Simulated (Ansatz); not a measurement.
Run this with Ansatz's Python interface and show what comes out.

Script `c3h2brf.py`:
```python
"""Vibrations of C3H2BrF."""

import ansatz as az
import numpy as np

BASIS_SET = "def2-SVP"
FUNCTIONAL = "b3lyp"

molecule = (
    az.Crystal.molecule()
    .atom("F", [0.0135, -1.2764, 1.4545])
    .atom("C", [0.6246, -0.5007, 0.5303])
    .atom("C", [0.1878, -0.4476, -0.7499])
    .atom("Br", [-1.1768, -1.2662, -1.4451])
    .atom("C", [0.1902, 0.7688, -0.007])
    .atom("H", [-0.7629, 1.1518, 0.3703])
    .atom("H", [0.9849, 1.5023, -0.1987])
)

setup = (
    molecule.calculation()
    .basis(gaussian=BASIS_SET)
    .functional(FUNCTIONAL)
)
symbols = [site.symbol for site in molecule.cartesian_sites]
start = np.array([site.position_ang for site in molecule.cartesian_sites], dtype=float)
rep = setup.relax(force_tolerance=0.003).run(threads=1).report
end = np.array(rep["positions_ang"])

print("final positions (A) and the move of each atom")
for symbol, xyz, old in zip(symbols, end, start):
    print(f"{symbol:2s} {xyz[0]:10.5f} {xyz[1]:10.5f} {xyz[2]:10.5f}   {np.linalg.norm(xyz - old):7.4f}")

# same settings at the minimum
minimum = az.Crystal.molecule()
for symbol, place in zip(symbols, end):
    minimum = minimum.atom(symbol, place.tolist())
vibrating = (
    minimum.calculation()
    .basis(gaussian=BASIS_SET)
    .functional(FUNCTIONAL)
    .phonons(temperatures=(100, 500, 100))
)
vib = vibrating.run(threads=1).report["vibrations"]
sums = vib["harmonic_sums"]
modes = [m["omega_inv_cm"] for m in sums["modes_at_gamma"] if m["rigid_motion"] == "no"]
print("frequencies (1/cm):", " ".join(f"{w:.0f}" for w in modes))
print("imaginary modes:", sum(w < 0 for w in modes), " zero-point energy:", round(sums["zero_point_energy_ev"], 4), "eV")
print("T (K)   F_vib (eV)   S_vib (meV/K)   C_vib (meV/K)")
for row in zip(sums["temperatures_k"], sums["vibrational_free_energy_ev"], vib["entropy_ev_per_k"], vib["heat_capacity_ev_per_k"]):
    print(f"{row[0]:6.1f} {row[1]:11.4f} {1000 * row[2]:13.4f} {1000 * row[3]:15.4f}")
```

```console
$ python c3h2brf.py
final positions (A) and the move of each atom
F     0.58710   -1.24264    1.70438    0.6266
C     0.21906   -0.56628    0.64494    0.4265
C    -0.27862   -0.53906   -0.54805    0.5164
Br   -0.99965   -1.34188   -2.04909    0.6340
C     0.13479    0.80608    0.07336    0.1045
H    -0.64655    1.50385    0.41949    0.3740
H     1.04518    1.31193   -0.29063    0.2198
frequencies (1/cm): 183 186 353 495 538 759 972 1082 1091 1096 1255 1502 1983 3020 3097
imaginary modes: 0  zero-point energy: 1.0919 eV
T (K)   F_vib (eV)   S_vib (meV/K)   C_vib (meV/K)
 100.0      1.0906        0.0514          0.1189
 200.0      1.0789        0.1859          0.2840
 300.0      1.0531        0.3300          0.4351
 400.0      1.0129        0.4742          0.5708
 500.0      0.9584        0.6141          0.6829
```

What to keep in mind:
- The frequencies are harmonic and unscaled, in a modest basis. The result belongs to the one conformer reached from this start, and soft torsions count as harmonic oscillators.
- b3lyp holds the VWN-RPA fit, as in Gaussian; the form of ORCA and Turbomole is b3lyp5.
- Run time: 3 min on 1 thread of Arm Neoverse V1, on a shared host, peak memory 0.3 GiB.

(A comment or docstring line of the script was reworded after the run, the code is as it ran; lines on the test bed's own set-up are left out of the output.)
